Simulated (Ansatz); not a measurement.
# TiO2 (Rutile): further runs on the relaxed cell

The task here is to estimate one member of a computed series from the others.

Computed with Ansatz 0.2.0 (DFT r2SCAN, scalar-relativistic, plane waves, PAW, unless a step's input says otherwise).

1 further run of the same task is left out (set aside as unsound or not needed).

## The system as given

Symmetry: P4_2/mnm, No. 136, tetragonal system. Conventional cell: a = 4.597 Å, b = 4.597 Å, c = 2.954 Å, α = 90.00°, β = 90.00°, γ = 90.00°. Around Ti (site symmetry mmm) lie 6 O at 1.95 to 1.98 Å. O (site symmetry m2m) is surrounded by 3 Ti at 1.95 to 1.98 Å.

Coordinates:

```cif
data_structure
_symmetry_space_group_name_H-M 'P 1'
_symmetry_Int_Tables_number 1
_cell_length_a 4.5969
_cell_length_b 4.5969
_cell_length_c 2.9535
_cell_angle_alpha 90.000
_cell_angle_beta 90.000
_cell_angle_gamma 90.000
_cell_volume 62.41
loop_
_atom_site_label
_atom_site_type_symbol
_atom_site_fract_x
_atom_site_fract_y
_atom_site_fract_z
_atom_site_occupancy
Ti1 Ti 0.00000 0.00000 0.00000 1
Ti2 Ti 0.50000 0.50000 0.50000 1
O1 O 0.30463 0.30463 0.00000 1
O2 O 0.19537 0.80463 0.50000 1
O3 O 0.69537 0.69537 0.00000 1
O4 O 0.80463 0.19537 0.50000 1
```

This cell was relaxed beforehand with the same method: volume 10.40 Å³/atom, gap on the mesh 2.22 eV.

Set-up of the first run:

File input.yaml:

```yaml
crystal:
  lattice:
    - [4.5969450479, 0.0, 0.0]
    - [0.0, 4.5969450479, 0.0]
    - [0.0, 0.0, 2.9535430796]
  atoms:
    - { symbol: Ti, position: [0.0, 0.0, 0.0] }
    - { symbol: Ti, position: [0.5, 0.5, 0.5] }
    - { symbol: O, position: [0.3046314516, 0.3046314516, 0.0] }
    - { symbol: O, position: [0.1953685484, 0.8046314516, 0.5] }
    - { symbol: O, position: [0.6953685484, 0.6953685484, 0.0] }
    - { symbol: O, position: [0.8046314516, 0.1953685484, 0.5] }
basis:
  ecutwfc: 500
kpoints:
  mp_grid: { grid: [6, 6, 10] }
  band_path:
    path:
      - [[0.0, 0.0, 0.0], [0.0, 0.5, 0.0], [0.5, 0.5, 0.0], [0.0, 0.0, 0.0], [0.0, 0.0, 0.5], [0.0, 0.5, 0.5], [0.5, 0.5, 0.5], [0.0, 0.0, 0.5]]
      - [[0.0, 0.5, 0.0], [0.0, 0.5, 0.5]]
      - [[0.5, 0.5, 0.0], [0.5, 0.5, 0.5]]
    npoints: 14
hamiltonian:
  xc: r2scan
scf:
  occupations: { method: gaussian, width: 0.02 }
  n_extra_bands: 15
output:
  forces: true
  stress: true
  eigenvalues: true
  populations: true
  dos: { projected: true, de: 0.02, nscf_kmesh: { grid: [9, 9, 15] } }
  bader: true
  write_density: true
  write_potential: true
  elf: true
  volumetric_format: npy
```

Run with:

```bash
ansatz run input.yaml --threads 2 --pin off --max-ram 5120MiB --backend cpu --events-out ev --progress --plain --runs-dir out
```

Steps of the session up to this table: Bands, states and charges; Band edges anywhere in the zone; Eigenvalues a small step from each edge; Volume × 0.97; Volume × 1.03; The cell scaled to 0.94 of its volume; Volume × 1.06.

One of the session's tables, all rows but one given; the rest of the session is left out.

It belongs to the step «Equation of state». 

```
volume (Å³/atom)  energy above the lowest point (meV/atom)  pressure (GPa)  gap on the mesh (eV)
           9.778                                      30.4           16.58                  2.31
          10.090                                         ?               ?                     ?
          10.402                                       0.0            0.00                  2.22
          10.714                                       6.3           -6.28                  2.20
          11.026                                      23.7          -11.37                  2.20
```

**Question.** Estimate the row for volume (Å³/atom) = 10.090.

Worked estimate for «energy above the lowest point (meV/atom)». A straight line through the neighbours (9.778, 30.4) and (10.402, 0.0) gives 30.4 + (0.0 − 30.4) × (10.090 − 9.778) / (10.402 − 9.778) = 15.2; a parabola fitted to 3 rows on both sides gives 8.0.

As computed: energy above the lowest point (meV/atom): 7.1; pressure (GPa): 7.56; gap on the mesh (eV): 2.26. In «energy above the lowest point (meV/atom)» the line misses by +8.1 and the parabola by +0.9.
